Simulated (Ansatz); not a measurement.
**singlet GaSiH4O+ at 6 levels**

Wanted: a comparison of 6 runs (HF/STO-3G, B3LYP/6-31G*, HSE06/cc-pVDZ, r2SCAN/cc-pVDZ, RPA@PBE/cc-pVDZ, RPA@PBE0/cc-pVDZ) of singlet GaSiH4O+. 

The calculation is run with Ansatz 0.2.0.

72 further runs of the same task are left out: 72 set aside as unsound or not needed.

## 1. The molecule

The species is GaSiH4O+ (7 atoms), meant as a singlet with charge +1. SMILES of the parent species: `[SiH3][O][GaH]`. Geometry: relaxed at PBE0-D4/def2-TZVP. This is one conformer, not always the lowest. That shape belongs to the parent species and isn't relaxed for this state.

Bond lengths: Si1–O2 1.632 Å, O2–Ga3 1.793 Å, Si1–H4 1.488 Å, Si1–H5 1.491 Å, Si1–H6 1.488 Å, Ga3–H7 1.605 Å. Angles: Si1–O2–Ga3 142.9°, O2–Si1–H4 109.9°, O2–Si1–H5 111.5°, O2–Si1–H6 109.9°, O2–Ga3–H7 113.7°, H4–Si1–H5 108.4°, H4–Si1–H6 108.7°, H5–Si1–H6 108.3°.

## 2. A single-point energy at HF/STO-3G (run 1)

File input.yaml:

```yaml
crystal:
  periodic: [false, false, false]
  atoms:
    - {symbol: Si, position_ang: [-0.907100, 0.576700, -0.244500]}
    - {symbol: O, position_ang: [0.281700, -0.375400, 0.340400]}
    - {symbol: Ga, position_ang: [1.972300, -0.895800, 0.047800]}
    - {symbol: H, position_ang: [-2.099000, -0.248300, -0.578700]}
    - {symbol: H, position_ang: [-0.473700, 1.297400, -1.475800]}
    - {symbol: H, position_ang: [-1.295700, 1.586500, 0.776300]}
    - {symbol: H, position_ang: [2.521500, -1.941000, 1.134400]}
basis:
  gaussian:
    orbitals: STO-3G
total_charge: 1
hamiltonian:
  xc: hf
accuracy: high
output: {orbitals: {seedname: orbitals}}
```

The run is started by

```bash
ansatz run input.yaml --threads 1 --pin off --max-ram 3480MiB --events-out events.jsonl --progress --plain --runs-dir runs
```

Log:

```text
Warning: RAYON_NUM_THREADS=1 ignored (pool sized by the plan → 1); use --threads N
Functional definition: HF
  name "HF"
  exchange = exact_x
  correlation = 0
593 factors; integrals over basis functions are off by at most 2.6e-8 eV
mean field evaluation 1: about -61557.7856 eV, gradient 3.7e1 eV
mean field evaluation 2: about -61557.8360 eV, gradient 3.7e1 eV
mean field evaluation 4: about -61564.1646 eV, gradient 3.8e0 eV
mean field evaluation 8: about -61564.3337 eV, gradient 2.5e-1 eV
mean field evaluation 16: about -61564.3357 eV, gradient 3.4e-7 eV
mean field -61564.33570885 eV, -2262.4476074948 hartree, gradient 2.5e-8 eV, S^2 0.000000; 0 other end points of the search recorded, 0 dependent functions left out
reference -61564.33570885 eV, -2262.4476074948 hartree; 28, 28 occupied and 8, 8 virtual orbitals, 593 factors
Total energy: -61564.33570885 eV, -2262.4476074948 hartree
```

Run time: 0.46 s. Hardware: 1 thread of Arm Neoverse V1, shared host.

## 3. A single-point energy at B3LYP/6-31G(d) (spherical functions) (run 2)

File molecule.yaml:

```yaml
crystal:
  periodic: [false, false, false]
  atoms:
    - {symbol: Si, position_ang: [-0.907100, 0.576700, -0.244500]}
    - {symbol: O, position_ang: [0.281700, -0.375400, 0.340400]}
    - {symbol: Ga, position_ang: [1.972300, -0.895800, 0.047800]}
    - {symbol: H, position_ang: [-2.099000, -0.248300, -0.578700]}
    - {symbol: H, position_ang: [-0.473700, 1.297400, -1.475800]}
    - {symbol: H, position_ang: [-1.295700, 1.586500, 0.776300]}
    - {symbol: H, position_ang: [2.521500, -1.941000, 1.134400]}
basis:
  gaussian:
    orbitals: 6-31G_st_-spherical.json
accuracy: high
hamiltonian:
  xc: {name: B3LYP}
output: {orbitals: {seedname: orbitals}}
total_charge: 1
```

The basis set 6-31G* is read from a file made from the Basis Set Exchange's data (not shown).

The run is started by

```bash
ansatz run molecule.yaml --threads 1 --pin off --max-ram 3480MiB --events-out events.jsonl --progress --plain --runs-dir runs
```

Log:

```text
Warning: RAYON_NUM_THREADS=1 ignored (pool sized by the plan → 1); use --threads N
Functional definition: B3LYP
  name "B3LYP"
  parameter a0 = 0.2
  parameter ax = 0.72
  parameter ac = 0.81
  exchange = (1 - a0 - ax)*slater_x + ax*b88_x + a0*exact_x
  correlation = (1 - ac)*vwn_rpa_c + ac*lyp_c
1509 factors; integrals over basis functions are off by at most 4.5e-9 eV
mean field evaluation 1: about -62335.6282 eV, gradient 9.4e1 eV
mean field evaluation 2: about -62165.0387 eV, gradient 2.1e2 eV
mean field evaluation 4: about -62353.1657 eV, gradient 9.3e0 eV
mean field evaluation 8: about -62353.5587 eV, gradient 1.3e0 eV
mean field evaluation 16: about -62353.5622 eV, gradient 7.3e-4 eV
mean field -62353.56221097 eV, -2291.4511464906 hartree, gradient 2.9e-8 eV, S^2 0.000000; 0 other end points of the search recorded, 0 dependent functions left out
reference -62353.56225301 eV, -2291.4511480358 hartree; 28, 28 occupied and 44, 44 virtual orbitals, 1509 factors
Total energy: -62353.56225301 eV, -2291.4511480358 hartree
```

Run time: 7.8 s. Hardware: 1 thread of Arm Neoverse V1, shared host; peak memory 0.23 GiB.

## 4. A single-point energy at HSE06/cc-pVDZ (run 3)

File input.yaml:

```yaml
crystal:
  periodic: [false, false, false]
  atoms:
    - symbol: Si
      position_ang: [-0.907100, 0.576700, -0.244500]
    - symbol: O
      position_ang: [0.281700, -0.375400, 0.340400]
    - symbol: Ga
      position_ang: [1.972300, -0.895800, 0.047800]
    - symbol: H
      position_ang: [-2.099000, -0.248300, -0.578700]
    - symbol: H
      position_ang: [-0.473700, 1.297400, -1.475800]
    - symbol: H
      position_ang: [-1.295700, 1.586500, 0.776300]
    - symbol: H
      position_ang: [2.521500, -1.941000, 1.134400]
basis:
  gaussian:
    orbitals: cc-pVDZ
total_charge: 1
hamiltonian:
  xc: hse06
accuracy: high
output: {orbitals: {seedname: orbitals}}
```

The run is started by

```bash
ansatz run input.yaml --threads 1 --pin off --max-ram 3480MiB --events-out events.jsonl --progress --plain --runs-dir runs
```

Log:

```text
Warning: RAYON_NUM_THREADS=1 ignored (pool sized by the plan → 1); use --threads N
Functional definition: HSE06
  name "HSE06"
  parameter a = 0.25
  parameter omega = 0.11/bohr
  exchange = pbe_x - a*pbe_x_sr(omega) + a*exact_x_sr(omega)
  correlation = pbe_c
1784 factors; integrals over basis functions are off by at most 4.7e-9 eV
109 factors; integrals over basis functions are off by at most 1.0e-9 eV
mean field evaluation 1: about -62330.0013 eV, gradient 8.8e1 eV
mean field evaluation 2: about -62167.8726 eV, gradient 2.0e2 eV
mean field evaluation 4: about -62345.6426 eV, gradient 7.6e0 eV
mean field evaluation 8: about -62345.9731 eV, gradient 6.8e-1 eV
mean field evaluation 16: about -62345.9749 eV, gradient 3.5e-4 eV
mean field -62345.97486572 eV, -2291.1723166956 hartree, gradient 2.4e-8 eV, S^2 0.000000; 0 other end points of the search recorded, 0 dependent functions left out
reference -62345.97486958 eV, -2291.1723168376 hartree; 28, 28 occupied and 51, 51 virtual orbitals, 1784 factors
Total energy: -62345.97486958 eV, -2291.1723168376 hartree
```

It took 9 s on 1 thread of Arm Neoverse V1, shared host; peak memory 0.28 GiB.

Runs 4 to 5 aren't shown in full; the table further down has their settings and results.

## 5. The energy at RPA@PBE0/cc-pVDZ (run 6)

molecule.yaml, as its differences from that of step 3:

```diff
@@ -12,7 +12,12 @@
   gaussian:
-    orbitals: 6-31G_st_-spherical.json
+    orbitals: cc-pVDZ
+hamiltonian:
+  xc: {name: PBE0}
+correlation:
+  method: rpa
+  frozen_orbitals: {Ga: 9, H: 0, O: 1, Si: 5}
+magnetization:
+  spin_polarized: false
+  initial_magnetization: 0
+total_charge: 1
 accuracy: high
-hamiltonian:
-  xc: {name: B3LYP}
-output: {orbitals: {seedname: orbitals}}
-total_charge: 1
```

The run is started by

```bash
ansatz run molecule.yaml --threads 1 --pin off --max-ram 3480MiB --events-out events.jsonl --progress --plain --runs-dir runs
```

Log, shortened:

```text
Warning: RAYON_NUM_THREADS=1 ignored (pool sized by the plan → 1); use --threads N
Functional definition: PBE0
  name "PBE0"
[...]
1784 factors; integrals over basis functions are off by at most 4.7e-9 eV
[...]
mean field -62346.24951440 eV, -2291.1824098484 hartree, gradient 7.4e-8 eV, S^2 0.000000; 0 other end points of the search recorded, 0 dependent functions left out
15 core orbitals not correlated: weight in the atoms' cores, before any rotation towards them, 1.000 or more for the frozen orbitals, at most 0.000 for the correlated occupied ones
reference -62287.94922962 eV, -2289.0399139000 hartree; 13, 13 occupied and 51, 51 virtual orbitals, 1784 factors
Total energy: -62303.28197999 eV, -2289.6033820832 hartree
```

Wall time 14 s (1 thread of Arm Neoverse V1, shared host); peak memory 0.37 GiB.

## 6. The series

```csv
run,level,frozen core orbitals,energy (Eh),HOMO energy (eV),LUMO energy (eV),HOMO–LUMO gap (eV),wall time
1,HF/STO-3G,–,-2262.447607,-14.99,-4.49,10.50,0.46 s
2,B3LYP/6-31G* (spherical functions),–,-2291.451148,-13.09,-10.81,2.28,7.8 s
3,HSE06/cc-pVDZ,–,-2291.172317,-12.78,-10.79,1.98,9 s
4,r2SCAN/cc-pVDZ,–,-2291.564056,-12.29,-11.07,1.22,14 s
5,RPA@PBE/cc-pVDZ,15,-2289.650136,–,–,–,14 s
6,RPA@PBE0/cc-pVDZ,15,-2289.603382,–,–,–,14 s
```

## 7. Summary of results

| quantity | value |
| --- | --- |
| run 6: total energy | -2289.60338 Eh |
| run 6: RPA correlation energy (valence) | -563.5 mEh |

Over runs 1, 2, 3, 4 the HOMO–LUMO gap runs from 1.22 eV (r2SCAN/cc-pVDZ) to 10.50 eV (HF/STO-3G). The two ends differ in method and basis. Totals of different functionals can't be ranked against each other. In run 1 the basis is minimal, so the values are rough. All runs together took 59 s, the longest 14 s.
